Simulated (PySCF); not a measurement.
# C2H11ClGe2Si: the cost of one run

Computed with PySCF 2.14.0, with density-fitted response routines of our own, on a single molecule, in the gas phase or a continuum. Atoms are numbered from 0 throughout.

### 1 Starting geometry

17 atoms, charge 0, multiplicity 1; geometry from: GFN2-xTB. The atoms were then displaced at random by about 0.01 Å, so the start is not that level's minimum.

Bonds of the start (Å): Cl0–Si1 2.03, Si1–C2 1.89, C2–Ge3 2.02, Ge3–C4 1.94, C4–Ge5 1.96, Si1–H6 1.47, Si1–H7 1.44, C2–H8 1.06, C2–H9 1.08, Ge3–H10 1.53, Ge3–H11 1.49, C4–H12 1.06, C4–H13 1.11, Ge5–H14 1.49, Ge5–H15 1.49, Ge5–H16 1.51.

### 2 Relaxing the molecule at PBE0-D3(BJ)/def2-SVP

The job: settings as JSON, then the geometry in Å.

```
{"job": {"xc": "PBE0", "basis": "def2-SVP", "d3": "d3bj", "grid": 1, "shake": 0.01, "kind": "geom"}, "charge": 0, "multiplicity": 1}
Cl    -2.239530    -0.659110     2.041670
Si    -2.304730     0.449010     0.337230
C     -1.326780    -0.510900    -0.966160
Ge     0.276280    -1.462390    -0.188390
C      1.412860    -0.258160     0.825330
Ge     1.978900     1.309840    -0.213780
H     -1.664260     1.741420     0.632120
H     -3.678120     0.623440    -0.071450
H     -1.945800    -1.232520    -1.437520
H     -0.948000     0.170530    -1.717550
H     -0.208290    -2.620350     0.689530
H      1.037300    -2.085560    -1.310040
H      2.270440    -0.792580     1.149240
H      0.883910     0.085680     1.742740
H      0.855400     2.255200    -0.447940
H      2.512190     0.925500    -1.545770
H      3.071710     2.072780     0.490920
```

Run with:

```
$ OMP_NUM_THREADS=1 python probes_run.py task.json out
```

The driver reads the jobs from task.json and runs them one after another.

Q: Estimate the wall time and peak memory of this first job on 1 thread of Arm Neoverse V1, shared host.

About 5.4 min, with a peak of 0.95 GiB.
